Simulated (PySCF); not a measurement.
# [GeF2]+: relaxation and vibrations of the doublet

Where does doublet [GeF2]+ go from a linear start, is the end point a minimum, and what are its modes, charges and moments?

Program: PySCF 2.14.0. Level of theory: PBE0, basis Ge def2-TZVP, F def2-TZVP, no relativity, density fitting. These are calculated values, not measurements.

### 1 The system as given

3 atoms, charge 1, spin multiplicity 2.

Bond lengths: Ge1–F2 1.813 Å, Ge1–F3 1.813 Å. Angles: F2–Ge1–F3 180.0°.

```xyz
3
charge 1 multiplicity 2
Ge    0.0000    0.0000    0.0000
F     0.0000    0.0000    1.8130
F     0.0000    0.0000   -1.8130
```

### 2 First SCF at the start

One driver script runs all steps and calls PySCF; scf.py shows how it sets up the SCF of each step. The optimiser is the driver's own. After this first run the driver tries any further starts and a stability analysis.

Input file scf.py:

```python
from pyscf import gto, scf, dft
mol = gto.M(atom='''
Ge     0.000000     0.000000     0.000000
F      0.000000     0.000000     1.813000
F      0.000000     0.000000    -1.813000''',
    basis={'Ge': 'def2-TZVP', 'F': 'def2-TZVP'},
    charge=1, spin=1)
mf = dft.UKS(mol, xc='PBE0')
mf.grids.atom_grid = (50, 194)
aux = {'Ge': 'def2-universal-JKFIT', 'F': 'def2-universal-JKFIT'}
mf = mf.density_fit(auxbasis=aux)
mf.conv_tol = 1e-08
mf.diis_space = 10
mf.max_cycle = 60
mf.init_guess = 'minao'
mf.verbose = 4
mf.kernel()
```

The run is started by

```sh
> OMP_NUM_THREADS=4 python axn.py task.json out
```

The log of the run:

```text
init E= -2275.6569780184
[... the frontier-level lines of each cycle are left out ...]
cycle= 1 E= -2275.74126480777  delta_E= -0.0843  |g|= 0.794  |ddm|= 1.29
cycle= 2 E= -2274.48461382848  delta_E= 1.26  |g|= 2.09  |ddm|= 1.66
cycle= 3 E= -2275.94855728439  delta_E= -1.46  |g|= 0.221  |ddm|= 1.09
cycle= 4 E= -2275.95747547001  delta_E= -0.00892  |g|= 0.082  |ddm|= 0.123
cycle= 5 E= -2275.95949315579  delta_E= -0.00202  |g|= 0.0175  |ddm|= 0.038
cycle= 6 E= -2275.95969047258  delta_E= -0.000197  |g|= 0.00335  |ddm|= 0.0184
cycle= 7 E= -2275.95970391767  delta_E= -1.34e-05  |g|= 0.00141  |ddm|= 0.00656
cycle= 8 E= -2275.95970554542  delta_E= -1.63e-06  |g|= 0.000257  |ddm|= 0.00219
cycle= 9 E= -2275.95970563767  delta_E= -9.23e-08  |g|= 4.67e-05  |ddm|= 0.000471
cycle= 10 E= -2275.95970564041  delta_E= -2.73e-09  |g|= 8.51e-06  |ddm|= 8.65e-05
Extra cycle  E= -2275.95970564035  delta_E= 5.64e-11  |g|= 1.62e-05  |ddm|= 1.55e-05
converged SCF energy = -2275.95970564035  <S^2> = 0.7578475  2S+1 = 2.0078322
```

This step, with its further starts and checks, ran for 4.6 s (4 threads of Arm Neoverse V2, shared host).

The test of internal stability found no lower solution of this spin.

### 3 Relaxation: linear start, doublet

The program finds D∞h symmetry in the start, which this walk keeps. The walk stops when the largest gradient is under 0.0003 Eh/bohr and the energy has settled too.

Edit scf.py of step 2 so:

```diff
@@ -15 +14,0 @@
-mf.init_guess = 'minao'
```

Steps of the walk:

| step | energy (Eh) | change (kJ/mol) | largest symmetric gradient (Eh/bohr) |
| --- | --- | --- | --- |
| 0 | -2275.959706 | 0.00 | 0.03887 |
| 1 | -2275.967535 | -20.56 | 0.00020 |
| 2 | -2275.967535 | -20.56 | 0.00007 |

The walk took 3.4 s.

Positions (Å) and forces (eV/Å) along the way:

```
step 0
Ge   0.000   0.000   0.000   0.000   0.000   0.000
F    0.000   0.000   1.813   0.000   0.000  -1.999
F    0.000   0.000  -1.813   0.000   0.000   1.999
step 1
Ge   0.000   0.000   0.000   0.000   0.000   0.000
F    0.000   0.000   1.716   0.000   0.000   0.010
F    0.000   0.000  -1.716   0.000   0.000  -0.010
step 2
Ge   0.000   0.000   0.000   0.000   0.000   0.000
F    0.000   0.000   1.717   0.000   0.000  -0.004
F    0.000   0.000  -1.717   0.000   0.000   0.004
```

End point (D∞h, 2 steps, 20.6 kJ/mol gained): Ge–F 1.717 Å (×2); F–Ge–F 180.0°.

### 4 Hessian and properties

On the finer grid the gradient is checked again; gradients at displacements of ±0.02 bohr then give force constants and infrared intensities.

Edit scf.py of step 3 so:

```diff
@@ -3,3 +3,3 @@
-Ge     0.000000     0.000000     0.000000
-F      0.000000     0.000000     1.813000
-F      0.000000     0.000000    -1.813000''',
+Ge     0.000000    -0.000000     0.000000
+F      0.000000    -0.000000     1.716746
+F     -0.000000     0.000000    -1.716746''',
@@ -9 +9 @@
-mf.grids.atom_grid = (50, 194)
+mf.grids.atom_grid = (75, 302)
@@ -12 +12 @@
-mf.conv_tol = 1e-08
+mf.conv_tol = 1e-10
```

The driver hands on the density of the step before, so the log starts near convergence.

SCF at the final geometry:

```text
init E= -2275.96745690872
[... the frontier-level lines of each cycle are left out ...]
cycle= 1 E= -2275.96745690871  delta_E= 1.09e-11  |g|= 1.76e-06  |ddm|= 2.18e-06
Extra cycle  E= -2275.96745690872  delta_E= -4.09e-12  |g|= 3.18e-06  |ddm|= 2.51e-06
converged SCF energy = -2275.96745690872  <S^2> = 0.75499991  2S+1 = 2.0049937
```

The whole step took 15 s.

Geometry: D∞h; Ge–F 1.717 Å (×2); F–Ge–F 180.0°.

Harmonic modes (main isotopes):

```csv
symmetry,ω (cm⁻¹),IR (km/mol),type
πu,229i,4.9,bend
σg+,631,0.0,stretch
σu+,693,80.8,stretch
```

With 2 modes imaginary (up to 229i cm⁻¹) this point is a saddle.

Properties at this point:

```yaml
Dipole_moment_about_the_centre_of_mass: 0.00 D
Highest_occupied_level: -15.90 eV
Lowest_empty_level: -12.41 eV
Rotational_constants: 0.1505 cm⁻¹
Zero-point_energy_real_modes: 7.9 kJ/mol
Principal_polarisabilities: 20.5, 20.5, 33.4 bohr³
Principal_traceless_quadrupole_moments_about_the_centre_of_mass: -5.04, 2.52, 2.52 D Å
Spin_squared_⟨S²⟩: 0.755
```

Populations by atom (charges in e):

```csv
atom,Mulliken,Löwdin,polar tensor,spin (Mulliken),Mayer order to Ge1
Ge1,1.30,1.02,1.31,0.55,–
"F2,3",-0.15,-0.01,-0.15,0.23,1.20
```

Outer orbital energies (eV). α occupied: -40.35, -24.03, -22.17, -20.14, -20.14, -19.65, -19.65, -15.90; empty: -10.26, -10.26, -3.89, -1.58. β occupied: -40.17, -39.69, -22.89, -20.57, -19.90, -19.90, -19.45, -19.45; empty: -12.41, -9.36, -9.36, -3.37.

Mulliken populations on Ge1: s 7.52, p 12.82, d 10.26, f 0.10.

### 5 Following the imaginary mode

The start is the last point, displaced along its most imaginary mode.

The program finds C2v symmetry in the start, which this walk keeps.

Edit scf.py of step 4 so:

```diff
@@ -3,3 +3,3 @@
-Ge     0.000000    -0.000000     0.000000
-F      0.000000    -0.000000     1.716746
-F     -0.000000     0.000000    -1.716746''',
+Ge    -0.061622    -0.002712    -0.000000
+F      0.119884     0.005277     1.716746
+F      0.119884     0.005277    -1.716746''',
@@ -9 +9 @@
-mf.grids.atom_grid = (75, 302)
+mf.grids.atom_grid = (50, 194)
@@ -12 +12 @@
-mf.conv_tol = 1e-10
+mf.conv_tol = 1e-08
```

The optimiser's trace:

| step | energy (Eh) | change (kJ/mol) | largest symmetric gradient (Eh/bohr) |
| --- | --- | --- | --- |
| 0 | -2275.969997 | 0.00 | 0.01232 |
| 1 | -2275.974763 | -12.51 | 0.01791 |
| 2 | -2275.981494 | -30.18 | 0.01896 |
| 3 | -2275.985473 | -40.63 | 0.04307 |
| 4 | -2275.991880 | -57.45 | 0.01413 |
| 5 | -2275.993482 | -61.66 | 0.00521 |
| 6 | -2275.993862 | -62.66 | 0.00078 |
| 7 | -2275.993864 | -62.66 | 0.00002 |

The walk took 10 s.

After 7 steps and 62.7 kJ/mol it ends at C2v: Ge–F 1.677 Å (×2); F–Ge–F 117.5°.

### 6 Vibrations and properties at this point

The same treatment as at the point before.

Edit scf.py of step 5 so:

```diff
@@ -3,3 +3,3 @@
-Ge    -0.061622    -0.002712    -0.000000
-F      0.119884     0.005277     1.716746
-F      0.119884     0.005277    -1.716746''',
+Ge    -0.298686    -0.013147    -0.000000
+F      0.575847     0.025346     1.430608
+F      0.575847     0.025346    -1.430608''',
@@ -9 +9 @@
-mf.grids.atom_grid = (50, 194)
+mf.grids.atom_grid = (75, 302)
@@ -12 +12 @@
-mf.conv_tol = 1e-08
+mf.conv_tol = 1e-10
```

Log of the central SCF (cycles and frontier levels):

```text
init E= -2275.99397420648
[... the frontier-level lines of each cycle are left out ...]
cycle= 1 E= -2275.99397420638  delta_E= 9.55e-11  |g|= 1.93e-05  |ddm|= 1.31e-05
cycle= 2 E= -2275.99397420598  delta_E= 4.06e-10  |g|= 4.05e-05  |ddm|= 2.72e-05
cycle= 3 E= -2275.99397420649  delta_E= -5.13e-10  |g|= 5.68e-07  |ddm|= 1.84e-05
cycle= 4 E= -2275.99397420648  delta_E= 1e-11  |g|= 1.38e-07  |ddm|= 3.24e-07
Extra cycle  E= -2275.99397420648  delta_E= 1.82e-12  |g|= 1.91e-07  |ddm|= 2.22e-07
converged SCF energy = -2275.99397420648  <S^2> = 0.75444233  2S+1 = 2.0044374
```

The whole step ran for 21 s (4 threads of Arm Neoverse V2, shared host).

Geometry: C2v; Ge–F 1.677 Å (×2); F–Ge–F 117.1°.

Modes, for the most abundant isotopes:

```
symmetry  ω (cm⁻¹)  IR (km/mol)  μ (u)
      a1       201         20.3  22.53
      a1       750         20.1  21.00
      b2       802         70.1  23.81
```

All wavenumbers are real: a minimum.

Constants and moments:

```
Dipole moment about the centre of mass                          : 2.58 D
Highest occupied level                                          : -17.26 eV
Lowest empty level                                              : -13.45 eV
Rotational constants                                            : 0.8766, 0.2168, 0.1738 cm⁻¹
Zero-point energy                                               : 10.5 kJ/mol
Principal polarisabilities                                      : 17.5, 19.8, 26.2 bohr³
Principal traceless quadrupole moments about the centre of mass : -3.59, 1.11, 2.47 D Å
Entropy at 298.15 K and 1 bar (electronic part: spin only)      : 276.4 J/(mol K)
Heat capacity Cp at 298.15 K                                    : 46.7 J/(mol K)
Enthalpy at 298.15 K above 0 K                                  : 11.84 kJ/mol
Rotational symmetry number                                      : 2
Spin squared ⟨S²⟩                                               : 0.754
```

Charges (e) and bond orders:

```json
{"atom": "Ge1", "Mulliken": "1.28", "Löwdin": "0.94", "polar tensor": "1.64", "spin (Mulliken)": "0.68", "Mayer order to Ge1": "–"}
{"atom": "F2,3", "Mulliken": "-0.14", "Löwdin": "0.03", "polar tensor": "-0.32", "spin (Mulliken)": "0.16", "Mayer order to Ge1": "1.25"}
```

Mulliken populations on Ge1: s 7.36, p 12.99, d 10.26, f 0.10.

### 7 The points found, side by side

| spin | group | bonds | imaginary modes (cm⁻¹) | ΔE (kJ/mol) | with zero-point energy |
| --- | --- | --- | --- | --- | --- |
| doublet | C2v | Ge–F 1.677 Å (×2) | none | 0.0 | 0.0 |
| doublet | D∞h | Ge–F 1.717 Å (×2) | 229i, 229i | 69.6 | – |

### 8 What came out

| quantity | value |
| --- | --- |
| minimum | doublet, C2v |
| geometry | Ge–F 1.677 Å (×2); F–Ge–F 117.1° |
| wavenumbers (cm⁻¹) | 201 (a1), 750 (a1), 802 (b2) |
| dipole moment (centre of mass) | 2.58 D |
| highest occupied, lowest empty level (either spin) | -17.26, -13.45 eV |
| polar-tensor charge of Ge1 | +1.64 e |
| zero-point energy | 10.5 kJ/mol |
| entropy at 298.15 K | 276.4 J/(mol K) |
| ⟨S²⟩ | 0.754 |

What this shows: The linear start (D∞h) ends in a minimum of C2v symmetry, after a stop at a second-order saddle point 69.6 kJ/mol higher, from which it was pushed off along an imaginary mode. The strongest infrared band lies at 802 cm⁻¹ (b2, stretch). Most of the spin sits on Ge1 (Mulliken spin 0.68, against 1 for the whole molecule). Other starts or spin states, not run here, may lie lower.

The search up to here took 54 s.
